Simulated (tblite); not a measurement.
# C8H10BF: the cost of one run

Programs: tblite 0.8.0 and PySCF 2.14.0, with density-fitted response routines of our own. Each step states its level of theory. These are calculated values for one molecule in the gas phase, unless marked as measured. Atoms count from 0, in the outputs and in this text.

### Step 1. Starting geometry

20 atoms, charge 0, multiplicity 1; geometry from: force field or distance geometry start.

Bonds of the start (Å): C0–C1 1.22, C1–C2 1.47, C2–B3 1.57, B3–F4 1.48, C2–C5 1.51, C5–C6 1.48, C6–C7 1.30, C7–C8 1.31, C8–C9 1.48, C0–H10 1.05, C2–H11 1.10, B3–H12 1.19, C5–H13 1.12, C5–H14 1.11, C6–H15 1.05, C8–H16 1.05, C9–H17 1.09, C9–H18 1.13, C9–H19 1.10.

### Step 2. Geometry optimisation with GFN2-xTB

Job settings and geometry (Å):

```
{"job": {"kind": "relax", "xc": "GFN2-xTB", "basis": "xTB"}, "charge": 0, "multiplicity": 1}
C      3.065300     2.370400    -0.490300
C      2.353500     1.437900    -0.143900
C      1.508400     0.309100     0.287700
B      2.496900    -0.855600     0.645300
F      3.120100    -0.785400     1.981500
C      0.625800    -0.008500    -0.894100
C     -0.319100    -1.120300    -0.677300
C     -1.329700    -0.841100     0.096200
C     -2.359400    -0.548400     0.855100
C     -3.522200     0.031000     0.151900
H      3.645300     3.191800    -0.808700
H      0.933500     0.585700     1.188100
H      2.363600    -1.948600     0.182600
H      1.316100    -0.335300    -1.715200
H      0.113500     0.898800    -1.275700
H     -0.262600    -2.095800    -1.057200
H     -2.260500    -0.738300     1.884100
H     -4.065600     0.793300     0.716100
H     -3.216100     0.465200    -0.846100
H     -4.211900    -0.795300    -0.083100
```

The run is started by

```bash
$ OMP_NUM_THREADS=1 python probes_run.py task.json out
```

The driver reads the jobs from task.json and runs them one after another.

Q: Estimate the wall time and peak memory of this first job on 1 thread of Arm Neoverse N1, shared host.

About 3 s, with a peak of 0.18 GiB.
